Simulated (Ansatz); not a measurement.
# CH5InO: the cost of one run

Program: Ansatz 0.2.0, Gaussian basis. Level of theory: B3LYP-D4/def2-SVP. These are calculated values, not measurements.

1 further run of the same task is left out (it didn't finish).

## 1. Where the work starts

The start, a first-order saddle point found at PBE0-D4 in triple zeta: 8 atoms, charge 0, spin multiplicity 1.

Atoms are counted from 1 here; the program's logs count them from 0.

Bond lengths: In1–O2 2.298 Å, In1–H3 2.164 Å, In1–C4 2.518 Å, O2–H3 1.177 Å, O2–H5 0.961 Å, C4–H6 1.097 Å, C4–H7 1.097 Å, C4–H8 1.099 Å. Angles: O2–In1–H3 30.4°, O2–In1–C4 66.0°, H3–In1–C4 35.7°, In1–O2–H3 68.5°, In1–O2–H5 126.4°, H3–O2–H5 114.2°, In1–H3–O2 81.1°, In1–C4–H6 94.4°, In1–C4–H7 93.6°, In1–C4–H8 146.0°, H6–C4–H7 107.5°, H6–C4–H8 106.0°, H7–C4–H8 105.4°.

As a file:

| atom | x (Å) | y (Å) | z (Å) |
| --- | --- | --- | --- |
| In1 | 0.5341 | 1.7091 | -0.8202 |
| O2 | -0.6073 | -0.1372 | -1.5755 |
| H3 | -0.2964 | -0.2536 | -0.4466 |
| C4 | 0.1276 | -0.0382 | 0.9471 |
| H5 | -0.2618 | -0.8240 | -2.1514 |
| H6 | 1.1818 | -0.1037 | 1.2449 |
| H7 | -0.3650 | 0.6667 | 1.6278 |
| H8 | -0.3128 | -1.0191 | 1.1740 |

## 2. The run

md/in.yaml reads:

```yaml
crystal:
  periodic: [false, false, false]
  atoms:
    - {symbol: In, position_ang: [0.534088, 1.709148, -0.820157]}
    - {symbol: O, position_ang: [-0.607349, -0.137189, -1.575546]}
    - {symbol: H, position_ang: [-0.296405, -0.253626, -0.446634]}
    - {symbol: C, position_ang: [0.127554, -0.038211, 0.947083]}
    - {symbol: H, position_ang: [-0.261783, -0.824030, -2.151417]}
    - {symbol: H, position_ang: [1.181768, -0.103725, 1.244880]}
    - {symbol: H, position_ang: [-0.364969, 0.666685, 1.627828]}
    - {symbol: H, position_ang: [-0.312805, -1.019052, 1.173963]}
basis:
  gaussian: {orbitals: def2-SVP}
hamiltonian: {xc: {name: B3LYP}, dispersion: d4}
md: {n_steps: 60, timestep: 1.0, temperature: 300, ensemble: nvt_nose_hoover, seed: 657, initial_velocities: maxwell_boltzmann}
```

Started as:

```bash
$ ansatz run in.yaml --threads 2 --pin off --events-out ev --progress --plain --max-ram 4352MiB
```

**Question.** How long does this run take on 2 threads of Arm Neoverse V2, shared host?

About 86 s.
